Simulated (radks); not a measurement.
**K²⁺ with its nuclear charge varied continuously**

Aim: the energy of 17 electrons in [Ne] 3s2 3p5 as the nuclear charge moves through non-integer values, and a test of dE/dZ = E(electron-nucleus)/Z.

Program: radks (a radial shooting solver on a logarithmic mesh, Libxc functionals) version 1. Level of theory: Dirac Kohn-Sham, PBE, spin-unpolarised, spherical densities, finite nucleus; open shells are shared between the two j in proportion to 2j + 1. These are calculated values, not measurements, unless marked.

## (1) What is computed

* element: potassium (Z = 19)
* charge: +2
* electrons: 17
* configuration: [Ne] 3s2 3p5
* nuclear rms radius: 3.4349 fm

Outer shells as boxes (Hund's rule):

K²⁺
```
[Ne] core
3s [↑↓]
3p [↑↓][↑↓][↑ ]
```

## (2) Z = 19

The run's settings:

```text
Z 19
configuration [Ne] 3s2 3p5
relativity Dirac
functional pbe,pbe
spin unpolarised
j_filling average
nucleus finite rms 3.4349 fm
c 137.035999084
```

## (3) Z = 18

Settings, as their differences from step 2:

```diff
@@ -1,2 +1,2 @@
-Z 19
+Z 18
 configuration [Ne] 3s2 3p5
```

## (4) Z = 18.25

Settings, as their differences from step 3:

```diff
@@ -1,2 +1,2 @@
-Z 18
+Z 18.25
 configuration [Ne] 3s2 3p5
```

## (5) Z = 18.5

Settings, as their differences from step 4:

```diff
@@ -1,2 +1,2 @@
-Z 18.25
+Z 18.5
 configuration [Ne] 3s2 3p5
```

## (6) Z = 18.75

Settings, as their differences from step 5:

```diff
@@ -1,2 +1,2 @@
-Z 18.5
+Z 18.75
 configuration [Ne] 3s2 3p5
```

## (7) Z = 19.25

Settings, as their differences from step 6:

```diff
@@ -1,2 +1,2 @@
-Z 18.75
+Z 19.25
 configuration [Ne] 3s2 3p5
```

## (8) Z = 19.5

Settings, as their differences from step 7:

```diff
@@ -1,2 +1,2 @@
-Z 19.25
+Z 19.5
 configuration [Ne] 3s2 3p5
```

## (9) Z = 19.75

Settings, as their differences from step 8:

```diff
@@ -1,2 +1,2 @@
-Z 19.5
+Z 19.75
 configuration [Ne] 3s2 3p5
```

## (10) Z = 20

Settings, as their differences from step 9:

```diff
@@ -1,2 +1,2 @@
-Z 19.75
+Z 20
 configuration [Ne] 3s2 3p5
```

**Question.** What will these runs give? Wanted: for each run, Z; E; E(electron-nucleus)/Z; highest level; its energy; <r>.

**Answer**, as computed:

```
    Z  E (hartree)  E(electron-nucleus)/Z (hartree)  highest level  its energy (eV)  <r> (bohr)
   18   -528.64127                         -69.6626          3p3/2          -22.051       1.556
18.25   -546.21027                         -70.8894          3p3/2          -25.993       1.500
 18.5   -564.08593                         -72.1159          3p3/2          -30.152       1.448
18.75   -582.26819                         -73.3422          3p3/2          -34.524       1.401
   19   -600.75703                         -74.5685          3p3/2          -39.109       1.357
19.25   -619.55245                         -75.7949          3p3/2          -43.902       1.316
 19.5   -638.65449                         -77.0214          3p3/2          -48.903       1.277
19.75   -658.06318                         -78.2481          3p3/2          -54.110       1.242
   20   -677.77858                         -79.4752          3p3/2          -59.520       1.208
```

What this shows: At Z = 19 the central difference of E is -74.569 hartree, against -74.569 from the Hellmann-Feynman theorem. The top level goes from -22.051 eV at Z = 18 to -59.520 eV at Z = 20.
